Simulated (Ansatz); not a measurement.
# U-r2SCAN0/STO-3G run of BSiH4 (SMILES [BH][SiH3])

Aim: the electronic atomisation energy of BSiH4 at U-r2SCAN0/STO-3G, from 4 runs. 

Program for the calculation: Ansatz 0.2.0.

54 further runs of the same task are left out: 1 that didn't finish, 53 set aside as unsound or not needed.

### 1 Starting point

BSiH4: 6 atoms, total charge 0, spin state doublet. SMILES: `[BH][SiH3]`. Geometry: relaxed at GFN2-xTB.

Bond lengths: B1–Si2 1.908 Å, B1–H3 1.158 Å, Si2–H4 1.483 Å, Si2–H5 1.476 Å, Si2–H6 1.476 Å. Angles: B1–Si2–H4 119.8°, B1–Si2–H5 111.1°, B1–Si2–H6 111.7°, Si2–B1–H3 148.3°, H4–Si2–H5 103.5°, H4–Si2–H6 103.4°, H5–Si2–H6 106.3°.

### 2 A single-point energy at U-r2SCAN0/STO-3G

Input file in.yaml:

```yaml
basis:
  gaussian:
    orbitals: STO-3G
crystal:
  periodic: [false, false, false]
  atoms:
    - {symbol: B, position_ang: [0.938510, -0.830080, 0.651420]}
    - {symbol: Si, position_ang: [-0.268720, 0.378400, -0.198310]}
    - {symbol: H, position_ang: [1.206890, -1.921260, 0.929580]}
    - {symbol: H, position_ang: [-1.511470, -0.138420, -0.820190]}
    - {symbol: H, position_ang: [0.392690, 1.102720, -1.300860]}
    - {symbol: H, position_ang: [-0.757900, 1.408630, 0.738360]}
magnetization:
  spin_polarized: true
  initial_magnetization: 1
hamiltonian:
  xc: {name: r2SCAN0}
accuracy: high
```

The run is started by

```sh
$ ansatz run in.yaml --threads 1 --pin off --max-ram 2610MiB --events-out events.jsonl --progress --plain --runs-dir runs
```

Log:

```text
Warning: RAYON_NUM_THREADS=1 ignored (pool sized by the plan → 1); use --threads N
Functional definition: r2SCAN0
  name "r2SCAN0"
  parameter a = 0.25
  parameter k0 = 0.174
  parameter k1 = 0.065
  parameter a1 = 4.9479
  exchange = (1 - a)*r2scan_x(k0 = k0, k1 = k1, a1 = a1) + a*exact_x
  correlation = r2scan_c
311 factors; integrals over basis functions are off by at most 2.2e-8 eV
mean field evaluation 1: about -8513.8157 eV, gradient 8.3e0 eV
mean field evaluation 2: about -8514.3220 eV, gradient 4.0e0 eV
mean field evaluation 4: about -8514.4484 eV, gradient 9.4e-2 eV
mean field evaluation 8: about -8514.3967 eV, gradient 3.8e-3 eV
mean field evaluation 16: about -8514.3967 eV, gradient 5.4e-5 eV
mean field -8514.39670103 eV, -312.8983074976 hartree, gradient 3.7e-8 eV, S^2 0.753822; 2 other end points of the search recorded, 0 dependent functions left out
reference -8514.39670177 eV, -312.8983075246 hartree; 12, 11 occupied and 6, 7 virtual orbitals, 311 factors
Total energy: -8514.39670177 eV, -312.8983075246 hartree
```

Run time: 7.5 s. Hardware: 1 thread of Intel Xeon Platinum 8259CL at 2.50GHz (Skylake/Cascade Lake), shared host; peak memory 0.24 GiB.

### 3 The B atom

Input file input.yaml:

```yaml
crystal:
  periodic: [false, false, false]
  atoms:
    - {symbol: B, position_ang: [0.000000, 0.000000, 0.000000]}
basis:
  gaussian:
    orbitals: STO-3G
hamiltonian:
  xc: {name: r2SCAN0}
magnetization:
  spin_polarized: true
  initial_magnetization: 1
accuracy: high
```

Run the same way, it converges to -24.25616 Eh (log not shown).

### 4 The H atom

Input file in.yaml:

```yaml
crystal:
  periodic: [false, false, false]
  atoms:
    - {symbol: H, position_ang: [0.000000, 0.000000, 0.000000]}
basis:
  gaussian:
    orbitals: STO-3G
total_charge: 0
magnetization:
  spin_polarized: true
  initial_magnetization: 1
hamiltonian:
  xc: {name: r2SCAN0}
accuracy: high
```

Run the same way, it converges to -0.46649 Eh (log not shown).

### 5 The Si atom at the same level

Input file run.yaml:

```yaml
crystal:
  periodic: [false, false, false]
  atoms:
    - {symbol: Si, position_ang: [0.000000, 0.000000, 0.000000]}
basis:
  gaussian: {orbitals: STO-3G}
magnetization: {spin_polarized: true, initial_magnetization: 2}
hamiltonian: {xc: {name: r2SCAN0}}
accuracy: high
```

Run the same way, it converges to -285.92557 Eh (log not shown).

### 6 Outcome

At U-r2SCAN0/STO-3G:

```
                     quantity          value
       molecule: total energy  -312.89831 Eh
               molecule: ⟨S²⟩          0.754
         B atom: total energy   -24.25616 Eh
                 B atom: ⟨S²⟩          0.750
         H atom: total energy    -0.46649 Eh
                 H atom: ⟨S²⟩          0.750
        Si atom: total energy  -285.92557 Eh
                Si atom: ⟨S²⟩          2.000
electronic atomisation energy      23.146 eV
```

**Reading.** Taking the molecule apart into free atoms costs 23.15 eV (534 kcal/mol), before zero-point energy and without spin-orbit coupling. In a minimal basis such a difference can be off by several eV, whatever the method.
